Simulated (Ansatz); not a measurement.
# C3H10O2Si: the cost of one run

Program: Ansatz 0.2.0. Level of theory: RKS r2SCAN-D4/STO-3G. These are calculated values, not measurements.

## (1) The starting structure

Bond lengths (14 of 15 bonds, heavy atoms first): Si1–O2 1.680 Å, O2–C3 1.420 Å, Si1–O8 1.679 Å, O8–C9 1.420 Å, Si1–C13 1.869 Å, C3–H4 1.110 Å, C3–H5 1.110 Å, C3–H6 1.110 Å, Si1–H7 1.460 Å, C9–H10 1.110 Å, C9–H11 1.110 Å, C9–H12 1.110 Å, C13–H14 1.110 Å, C13–H15 1.110 Å. Angles (14 of 26 angles, heavy atoms first): Si1–O2–C3 125.0°, O2–Si1–O8 109.5°, O2–Si1–C13 109.5°, O8–Si1–C13 109.5°, Si1–O8–C9 125.0°, O2–Si1–H7 109.5°, H7–Si1–O8 109.5°, H7–Si1–C13 109.5°, O2–C3–H4 109.5°, O2–C3–H5 109.5°, O2–C3–H6 109.5°, O8–C9–H10 109.5°, O8–C9–H11 109.5°, O8–C9–H12 109.5°.

Structure file:

```xyz
16

Si    0.0000    0.0000    0.0000
O     0.0000    0.0000    1.6800
C    -1.1112   -0.3437    2.4945
H    -1.8140   -0.9775    1.9143
H    -0.7584   -0.9037    3.3856
H    -1.6313    0.5809    2.8212
H     1.3768    0.0000   -0.4862
O    -0.7913    1.3709   -0.5594
C    -2.1512    1.4177   -0.9653
H    -2.7687    0.8215   -0.2614
H    -2.5023    2.4707   -0.9639
H    -2.2473    0.9975   -1.9882
C    -0.8808   -1.5259   -0.6227
H    -1.3804   -2.0377    0.2261
H    -1.6409   -1.2332   -1.3768
H    -0.1449   -2.2146   -1.0879
```

## (2) Relaxing the start

File input.yaml:

```yaml
crystal:
  periodic: [false, false, false]
  atoms:
    - { symbol: Si, position_ang: [0.0, 0.0, 0.0] }
    - { symbol: O, position_ang: [0.0, 0.0, 1.68] }
    - { symbol: C, position_ang: [-1.1112, -0.3437, 2.4945] }
    - { symbol: H, position_ang: [-1.814, -0.9775, 1.9143] }
    - { symbol: H, position_ang: [-0.7584, -0.9037, 3.3856] }
    - { symbol: H, position_ang: [-1.6313, 0.5809, 2.8212] }
    - { symbol: H, position_ang: [1.3768, 0.0, -0.4862] }
    - { symbol: O, position_ang: [-0.7913, 1.3709, -0.5594] }
    - { symbol: C, position_ang: [-2.1512, 1.4177, -0.9653] }
    - { symbol: H, position_ang: [-2.7687, 0.8215, -0.2614] }
    - { symbol: H, position_ang: [-2.5023, 2.4707, -0.9639] }
    - { symbol: H, position_ang: [-2.2473, 0.9975, -1.9882] }
    - { symbol: C, position_ang: [-0.8808, -1.5259, -0.6227] }
    - { symbol: H, position_ang: [-1.3804, -2.0377, 0.2261] }
    - { symbol: H, position_ang: [-1.6409, -1.2332, -1.3768] }
    - { symbol: H, position_ang: [-0.1449, -2.2146, -1.0879] }
basis:
  gaussian: { orbitals: STO-3G }
hamiltonian:
  xc: r2scan
  dispersion: d4
relax:
  f_tol: 0.02
  max_steps: 40
output:
  orbitals: {}
```

On the command line:

```bash
> ansatz run input.yaml --threads 1 --pin off --max-ram 2048MiB --backend cpu --events-out ev --progress --plain --runs-dir out
```

What time and memory should one allow on 1 thread of Arm Neoverse V1, shared host?

About 1.8 min, with a peak of 0.16 GiB.
